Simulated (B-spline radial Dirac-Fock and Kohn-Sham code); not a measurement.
# Muonic Rb

The question: the levels and X-ray lines of a negative muon bound to a nucleus of Rb.

The numbers are computed with B-spline radial Dirac-Fock and Kohn-Sham code (version 3): Dirac equation of a negative muon with reduced mass around a spherical finite nucleus, Uehling potential to all orders; no nuclear polarisation, deformation, self-energy or electron screening.

## 1. The system

Neutral rubidium in the configuration [Kr] 5s1.

| Property | Result |
| --- | --- |
| nuclear charge | 37 |
| electrons | 37 |
| mass number | 92 |
| nuclear rms radius | 4.2903 fm |

## 2. A = 92, fermi nucleus

Recorded inputs:

```ini
task = muonic
Z = 37
charge = 0
configuration = 1s2 2s2 2p6 3s2 3p6 3d10 4s2 4p6 5s1
mass_number = 92
rms_radius = 4.2903  # fm
nuclear_model = fermi
atomic_mass = 91.9197285  # u
radius_from = measured
```

From the run's result record (rounded, not every field):

```text
{
  "status": "converged",
  "levels": ["1s1/2", "2s1/2", "2p1/2", "2p3/2", "3s1/2", "3p1/2", "3p3/2", "3d3/2", "3d5/2", "4d3/2", "4d5/2", "4f5/2", "4f7/2", "5f5/2", "5f7/2", "5g7/2", "5g9/2", "6g7/2", "6g9/2", "6h9/2", "6h11/2"],
  "binding [keV]": [3196.896, 885.1234, 984.4269, 968.6998, 405.3857, 435.2453, 430.728, 431.1569, 429.3871, 242.2464, 241.4997, 241.403, 241.0332, 154.4402, 154.2508, 154.2085, 154.0954, 107.0756, 107.0102, 106.9905, 106.947],
  "point_nucleus_binding [keV]": [3919.341, 984.4269, 984.4269, 966.0615, 435.4672, 435.4672, 430.0176, 430.0176, 428.2644, 241.7924, 241.0516, 241.0516, 240.6844, 154.2754, 154.0872, 154.0872, 153.9747, 107.0115, 106.9464, 106.9464, 106.903],
  "vacuum_polarisation [keV]": [22.144, 4.1838, 4.8171, 4.5747, 1.3525, 1.4576, 1.3967, 1.1429, 1.124, 0.45613, 0.44889, 0.35137, 0.34881, 0.16475, 0.16356, 0.12124, 0.12075, 0.06406, 0.063793, 0.044093, 0.043977],
  "mean_radius [fm]": [12.47, 45.06, 33.63, 34.36, 98.46, 84.81, 85.8, 71.85, 72.3, 144.1, 144.6, 123.9, 124.2, 217.1, 217.4, 189.8, 190.0, 303.8, 304.1, 269.5, 269.7]
}
```

## 3. A = 93, fermi nucleus

The run's settings:

```ini
task = muonic
mass_number = 93
rms_radius = 4.3048  # fm
nuclear_model = fermi
atomic_mass = 92.9220393  # u
```

From the run's result record (rounded, not every field):

```text
{
  "status": "converged",
  "levels": ["1s1/2", "2s1/2", "2p1/2", "2p3/2", "3s1/2", "3p1/2", "3p3/2", "3d3/2", "3d5/2", "4d3/2", "4d5/2", "4f5/2", "4f7/2", "5f5/2", "5f7/2", "5g7/2", "5g9/2", "6g7/2", "6g9/2", "6h9/2", "6h11/2"],
  "binding [keV]": [3194.124, 884.7223, 984.4025, 968.6911, 405.2629, 435.2381, 430.7262, 431.1626, 429.3928, 242.2496, 241.503, 241.4062, 241.0364, 154.4422, 154.2528, 154.2105, 154.0975, 107.077, 107.0116, 106.9919, 106.9484],
  "point_nucleus_binding [keV]": [3919.393, 984.44, 984.44, 966.0744, 435.473, 435.473, 430.0233, 430.0233, 428.2701, 241.7956, 241.0548, 241.0548, 240.6876, 154.2775, 154.0893, 154.0893, 153.9767, 107.0129, 106.9478, 106.9478, 106.9044],
  "vacuum_polarisation [keV]": [22.102, 4.1785, 4.8165, 4.5745, 1.351, 1.4574, 1.3967, 1.1429, 1.124, 0.45615, 0.44891, 0.35138, 0.34883, 0.16476, 0.16356, 0.12125, 0.12075, 0.064063, 0.063795, 0.044095, 0.043978],
  "mean_radius [fm]": [12.48, 45.08, 33.63, 34.36, 98.49, 84.82, 85.8, 71.85, 72.3, 144.1, 144.6, 123.9, 124.2, 217.1, 217.4, 189.8, 190.0, 303.8, 304.1, 269.5, 269.7]
}
```

## 4. A = 94, fermi nucleus

Settings, as recorded:

```ini
task = muonic
mass_number = 94
rms_radius = 4.3184  # fm
nuclear_model = fermi
atomic_mass = 93.9263948  # u
```

From the run's result record (rounded, not every field):

```text
{
  "status": "converged",
  "levels": ["1s1/2", "2s1/2", "2p1/2", "2p3/2", "3s1/2", "3p1/2", "3p3/2", "3d3/2", "3d5/2", "4d3/2", "4d5/2", "4f5/2", "4f7/2", "5f5/2", "5f7/2", "5g7/2", "5g9/2", "6g7/2", "6g9/2", "6h9/2", "6h11/2"],
  "binding [keV]": [3191.528, 884.3468, 984.3801, 968.6834, 405.148, 435.2316, 430.7246, 431.1682, 429.3984, 242.2527, 241.5061, 241.4094, 241.0396, 154.4442, 154.2548, 154.2125, 154.0995, 107.0784, 107.013, 106.9933, 106.9498],
  "point_nucleus_binding [keV]": [3919.444, 984.4529, 984.4529, 966.087, 435.4787, 435.4787, 430.0289, 430.0289, 428.2757, 241.7988, 241.058, 241.058, 240.6907, 154.2795, 154.0913, 154.0913, 153.9787, 107.0143, 106.9492, 106.9492, 106.9058],
  "vacuum_polarisation [keV]": [22.063, 4.1734, 4.8159, 4.5743, 1.3496, 1.4572, 1.3966, 1.143, 1.124, 0.45617, 0.44893, 0.35139, 0.34884, 0.16477, 0.16357, 0.12125, 0.12076, 0.064065, 0.063798, 0.044097, 0.04398],
  "mean_radius [fm]": [12.49, 45.09, 33.63, 34.36, 98.52, 84.82, 85.8, 71.84, 72.3, 144.1, 144.6, 123.9, 124.2, 217.1, 217.4, 189.8, 190.0, 303.8, 304.1, 269.5, 269.7]
}
```

## 5. A = 95, fermi nucleus

The run's settings:

```ini
task = muonic
mass_number = 95
rms_radius = 4.3391  # fm
nuclear_model = fermi
atomic_mass = 94.9292638  # u
```

From the run's result record (rounded, not every field):

```text
{
  "status": "converged",
  "levels": ["1s1/2", "2s1/2", "2p1/2", "2p3/2", "3s1/2", "3p1/2", "3p3/2", "3d3/2", "3d5/2", "4d3/2", "4d5/2", "4f5/2", "4f7/2", "5f5/2", "5f7/2", "5g7/2", "5g9/2", "6g7/2", "6g9/2", "6h9/2", "6h11/2"],
  "binding [keV]": [3187.566, 883.7704, 984.3386, 968.6646, 404.9706, 435.2184, 430.7191, 431.1736, 429.4038, 242.2558, 241.5092, 241.4125, 241.0426, 154.4462, 154.2568, 154.2145, 154.1014, 107.0798, 107.0143, 106.9946, 106.9512],
  "point_nucleus_binding [keV]": [3919.494, 984.4654, 984.4654, 966.0993, 435.4842, 435.4842, 430.0344, 430.0344, 428.2811, 241.8018, 241.0611, 241.0611, 240.6938, 154.2814, 154.0932, 154.0932, 153.9807, 107.0157, 106.9505, 106.9505, 106.9072],
  "vacuum_polarisation [keV]": [22.004, 4.1658, 4.815, 4.5739, 1.3476, 1.4569, 1.3965, 1.143, 1.1241, 0.45618, 0.44895, 0.3514, 0.34885, 0.16477, 0.16358, 0.12126, 0.12076, 0.064067, 0.0638, 0.044099, 0.043982],
  "mean_radius [fm]": [12.51, 45.12, 33.63, 34.36, 98.56, 84.82, 85.8, 71.84, 72.3, 144.1, 144.6, 123.9, 124.2, 217.1, 217.4, 189.8, 190.0, 303.8, 304.1, 269.5, 269.7]
}
```

## 6. Tables and plots

X-ray lines of the cascade, in keV:

| line | A = 92, fermi | A = 93, fermi | A = 94, fermi | A = 95, fermi |
| --- | --- | --- | --- | --- |
| 2p3/2 → 1s1/2 | 2228.20 | 2225.43 | 2222.84 | 2218.90 |
| 2p1/2 → 1s1/2 | 2212.47 | 2209.72 | 2207.15 | 2203.23 |
| 3p3/2 → 1s1/2 | 2766.17 | 2763.40 | 2760.80 | 2756.85 |
| 3d5/2 → 2p3/2 | 539.313 | 539.298 | 539.285 | 539.261 |
| 3d3/2 → 2p1/2 | 553.270 | 553.240 | 553.212 | 553.165 |
| 4f7/2 → 3d5/2 | 188.354 | 188.356 | 188.359 | 188.361 |
| 5g9/2 → 4f7/2 | 86.9378 | 86.9389 | 86.9401 | 86.9412 |

## 7. Summary of results

| quantity | value |
| --- | --- |
| 1s binding, A = 92, fermi | 3196.90 keV |
| for a point nucleus | 3919.34 keV |
| vacuum polarisation in 1s | 22.14 keV |
| mean 1s radius, nuclear rms radius | 12.5, 4.290 fm |

In words: With a mean radius of 2.9 times the nuclear rms radius, the 1s level loses 19 % of its point-nucleus binding. (Vacuum polarisation, which the point-nucleus values lack, is taken out for this ratio.) The size effect lifts 2s above 2p1/2, which a point nucleus keeps level. From A = 92 to 95 the 2p3/2 → 1s1/2 line moves by -9.29 keV. Nuclear polarisation, deformation and electron screening are left out.
